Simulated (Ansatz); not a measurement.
This script makes an atomisation energy of C2H4FN, SMILES C=NCF with Ansatz 0.2.0 through its Python package.

Script `tae.py`:
```python
'''Energy to split C2H4FN into its atoms.'''

from collections import Counter

import ansatz as az

BASIS = 'def2-SVP'
LEVEL = 'mp2'


def energy(molecule, charge=0, unpaired=0):
    calc = molecule.calculation().basis(gaussian=BASIS).correlation(LEVEL)
    if charge:
        calc = calc.charge(charge)
    if unpaired:
        calc = calc.spin('collinear', total=unpaired)
    report = calc.run().report
    if report['published_state_doubts']:
        print('  doubts:', report['published_state_doubts'])
    return report['free_energy_ev']

molecule = (
    az.Crystal.molecule()
    .atom('C', (-1.1733, 0.3302, -0.139))
    .atom('N', (-0.5075, -0.6909, -0.2059))
    .atom('C', (0.8805, -0.4467, 0.0332))
    .atom('F', (1.1466, 0.5316, 0.9832))
    .atom('H', (-2.3063, 0.2994, -0.3371))
    .atom('H', (-0.8233, 1.4002, 0.0506))
    .atom('H', (1.4561, -0.1384, -0.8635))
    .atom('H', (1.4193, -1.3426, 0.4226))
)

# unpaired electrons of the ground-state atoms
unpaired = {'C': 2, 'N': 3, 'F': 1, 'H': 1}
counts = Counter(site.symbol for site in molecule.cartesian_sites)
atom_energy = {s: energy(az.Crystal.molecule().atom(s, (0, 0, 0)), 0, unpaired[s]) for s in counts}
whole = energy(molecule, 0, 0)
for s, e in atom_energy.items():
    print(f'{s:2s} x{counts[s]}  {e:14.5f} eV')
print(f'C2H4FN: {whole:.5f} eV')
split = sum(counts[s] * e for s, e in atom_energy.items()) - whole
print(f'atomisation energy (no zero-point term): {96.485332 * split:.1f} kJ/mol, {split / sum(counts.values()):.3f} eV an atom')
```

What does it cost to take this molecule apart into atoms?

2944.9 kJ/mol from the electronic energies, without the zero-point term.

The run itself:

Running `python tae.py` prints:
```text
C  x2     -1025.74186 eV
N  x1     -1480.46595 eV
F  x1     -2705.42218 eV
H  x4       -13.58606 eV
C2H4FN: -6322.23761 eV
atomisation energy (no zero-point term): 2944.9 kJ/mol, 3.815 eV an atom
```

Reading the output:
- Total energies depend on the basis set; only differences at equal settings carry meaning.
- The geometry is a force-field or estimated start, not a minimum of this method, and the basis set is short of its limit. All parts are taken at fixed geometry, without zero-point energy.
- In double-zeta sets correlated atomisation energies come out some 10 to 15 % low.
- It ran for 0.9 s on 1 thread of Intel(R) Xeon(R) 6975P-C (Granite Rapids), on a shared host, peak memory 0.18 GiB.
